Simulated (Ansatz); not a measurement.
# MoH2Cl2O3: the cost of one run

Method: DFT, PBE, plane-wave PAW, default files, scalar-relativistic, as far as a step names no other, in Ansatz 0.2.0.

### 1 The system as given

Symmetry: Pmn2_1, No. 31, orthorhombic system. Conventional cell: a = 9.264 Å, b = 3.930 Å, c = 7.890 Å, α = 90.00°, β = 90.00°, γ = 90.00°. H (site symmetry 1) has 1 O at 0.97 Å as nearest neighbours. Mo (site symmetry m) has 4 O at 1.70 to 2.37 Å and 2 Cl at 2.36 Å as nearest neighbours. Around Cl (site symmetry 1) lie 1 Mo at 2.36 Å. O (site symmetry m) is surrounded by 2 H at 0.97 Å. O (site symmetry m) has 1 Mo at 1.70 Å as nearest neighbours. O (site symmetry m) is surrounded by 2 Mo at 1.77 to 2.19 Å.

Structure file:

```cif
data_structure
_symmetry_space_group_name_H-M 'Pmn2_1'
_symmetry_Int_Tables_number 31
_cell_length_a 9.2640
_cell_length_b 3.9299
_cell_length_c 7.8900
_cell_angle_alpha 90.000
_cell_angle_beta 90.000
_cell_angle_gamma 90.000
_cell_volume 287.25
loop_
_atom_site_label
_atom_site_type_symbol
_atom_site_symmetry_multiplicity
_atom_site_Wyckoff_symbol
_atom_site_fract_x
_atom_site_fract_y
_atom_site_fract_z
_atom_site_occupancy
H1 H 4 b 0.58489 0.84283 0.45264 1
Mo1 Mo 2 a 0.50000 0.66180 0.79493 1
Cl1 Cl 4 b 0.74642 0.74989 0.73617 1
O1 O 2 a 0.50000 0.72431 0.49561 1
O2 O 2 a 0.50000 0.69955 0.00979 1
O3 O 2 a 0.50000 0.21485 0.76484 1
```

### 2 Single point at the given positions

The input, input.yaml:

```yaml
crystal:
  lattice:
    - [9.263968, 0.0, 0.0]
    - [0.0, 3.929883, 0.0]
    - [0.0, 0.0, 7.889991]
  atoms:
    - { symbol: H, position: [0.584886, 0.842825, 0.452642] }
    - { symbol: H, position: [0.415114, 0.842825, 0.452642] }
    - { symbol: H, position: [0.915114, 0.157175, 0.952642] }
    - { symbol: H, position: [0.084886, 0.157175, 0.952642] }
    - { symbol: Mo, position: [0.5, 0.661799, 0.794933] }
    - { symbol: Mo, position: [0.0, 0.338201, 0.294933] }
    - { symbol: Cl, position: [0.746424, 0.749895, 0.73617] }
    - { symbol: Cl, position: [0.253576, 0.749895, 0.73617] }
    - { symbol: Cl, position: [0.753576, 0.250105, 0.23617] }
    - { symbol: Cl, position: [0.246424, 0.250105, 0.23617] }
    - { symbol: O, position: [0.5, 0.724313, 0.495609] }
    - { symbol: O, position: [0.0, 0.275687, 0.995609] }
    - { symbol: O, position: [0.5, 0.699552, 0.009793] }
    - { symbol: O, position: [0.0, 0.300448, 0.509793] }
    - { symbol: O, position: [0.5, 0.214851, 0.764841] }
    - { symbol: O, position: [0.0, 0.785149, 0.264841] }
kpoints:
  mp_grid: { grid: [3, 6, 3] }
scf:
  occupations: { method: fermi_dirac, width: 0.02 }
hamiltonian:
  xc: pbe
  pseudopotentials: { kind: paw }
output:
  forces: true
  stress: true
  populations: true
  efg:
    quadrupole_moments_barn: { H: 0.00285783, Mo: -0.022, Cl: -0.08112, O: -0.02558 }
    contact_densities: true
```

On the command line:

```sh
> ansatz run input.yaml --threads 1 --pin off --max-ram 2560MiB --backend cpu --events-out ev --progress --plain --runs-dir out
```

What time and memory should one allow on 1 thread of Arm Neoverse V2, shared host?

About 32 s, with a peak of 0.56 GiB.
